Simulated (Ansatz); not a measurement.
# ClH3O3Ti: the cost of one run

Program: Ansatz 0.2.0. Level of theory: RKS BLYP-D4/def2-SVP. These are calculated values, not measurements.

### 1 Starting point

Bond lengths: Ti1–O2 1.920 Å, O2–H3 1.010 Å, Ti1–O4 1.920 Å, O4–H5 1.010 Å, Ti1–O6 1.919 Å, O6–H7 1.010 Å, Ti1–Cl8 2.368 Å. Angles: Ti1–O2–H3 109.5°, O2–Ti1–O4 109.5°, O2–Ti1–O6 109.5°, O2–Ti1–Cl8 109.5°, O4–Ti1–O6 109.5°, O4–Ti1–Cl8 109.5°, O6–Ti1–Cl8 109.5°, Ti1–O4–H5 109.5°, Ti1–O6–H7 109.5°.

Structure file:

```xyz
8

Ti    0.0000    0.0000    0.0000
O     0.0000    0.0000    1.9200
H    -0.9095   -0.2814    2.2571
O     1.8106    0.0000   -0.6394
H     2.1269   -0.9521   -0.7560
O    -0.9043    1.5667   -0.6394
H    -1.8621    1.3360   -0.8617
Cl   -1.1163   -1.9339   -0.7892
```

### 2 Preparing the start

input.yaml

```yaml
crystal:
  periodic: [false, false, false]
  atoms:
    - { symbol: Ti, position_ang: [0.0, 0.0, 0.0] }
    - { symbol: O, position_ang: [0.0, 0.0, 1.92] }
    - { symbol: H, position_ang: [-0.9095, -0.2814, 2.2571] }
    - { symbol: O, position_ang: [1.8106, 0.0, -0.6394] }
    - { symbol: H, position_ang: [2.1269, -0.9521, -0.756] }
    - { symbol: O, position_ang: [-0.9043, 1.5667, -0.6394] }
    - { symbol: H, position_ang: [-1.8621, 1.336, -0.8617] }
    - { symbol: Cl, position_ang: [-1.1163, -1.9339, -0.7892] }
basis:
  gaussian: { orbitals: def2-SVP }
hamiltonian:
  xc: blyp
  dispersion: d4
relax:
  f_tol: 0.02
  max_steps: 40
```

The run is started by

```console
ansatz run input.yaml --threads 4 --pin off --max-ram 5120MiB --backend cpu --events-out ev --progress --plain --runs-dir out
```

**Question.** How long does this run take on 4 threads of Arm Neoverse V2, shared host, and how much memory does it need?

About 18 s, with a peak of 0.15 GiB.
